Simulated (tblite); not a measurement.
# C4H10O2SSi2: the cost of one run

Programs: tblite 0.8.0 and PySCF 2.14.0, with density-fitted response routines of our own. Each step states its level of theory. These are calculated values for one molecule in the gas phase, unless marked as measured. Atoms are numbered from 0 throughout.

## Step 1: Starting geometry

19 atoms, charge 0, multiplicity 1; geometry from: force field or distance geometry start.

Bonds of the start (Å): C0–S1 1.82, S1–Si2 2.17, Si2–C3 1.77, C3–C4 1.47, C4–O5 1.23, C3–C6 1.48, C6–O7 1.46, O7–Si8 1.67, C6–Si2 2.28, C0–H9 1.09, C0–H10 1.10, C0–H11 1.10, Si2–H12 1.48, C3–H13 1.09, C4–H14 1.10, C6–H15 1.09, Si8–H16 1.49, Si8–H17 1.49, Si8–H18 1.48.

## Step 2: Optimising the geometry with GFN2-xTB

What the job is given:

```
{"job": {"kind": "relax", "xc": "GFN2-xTB", "basis": "xTB"}, "charge": 0, "multiplicity": 1}
C     -0.888900     2.036500     2.154400
S     -0.908800     2.533800     0.406200
Si     0.851000     1.531900    -0.371200
C      0.537600     0.264500    -1.571300
C     -0.343200     0.668500    -2.672600
O      0.087500     1.369900    -3.588200
C     -0.025200    -0.573600    -0.490700
O      0.911000    -1.392900     0.276300
Si     0.498200    -2.998200     0.508600
H      0.011500     2.380200     2.654900
H     -1.756900     2.494000     2.657500
H     -0.982600     0.950100     2.256300
H      1.826800     1.322300     0.719200
H      1.464700    -0.146900    -1.978700
H     -1.390200     0.322600    -2.661300
H     -1.004400    -0.353400    -0.052900
H     -0.799700    -3.060400     1.235800
H      0.356500    -3.678500    -0.806000
H      1.545200    -3.661300     1.316200
```

Started as:

```
$ OMP_NUM_THREADS=1 python probes_run.py task.json out
```

This one command runs all jobs of the session in turn.

Q: Estimate the wall time of this first job on 1 thread of Arm Neoverse N1, shared host.

About 3.6 s.
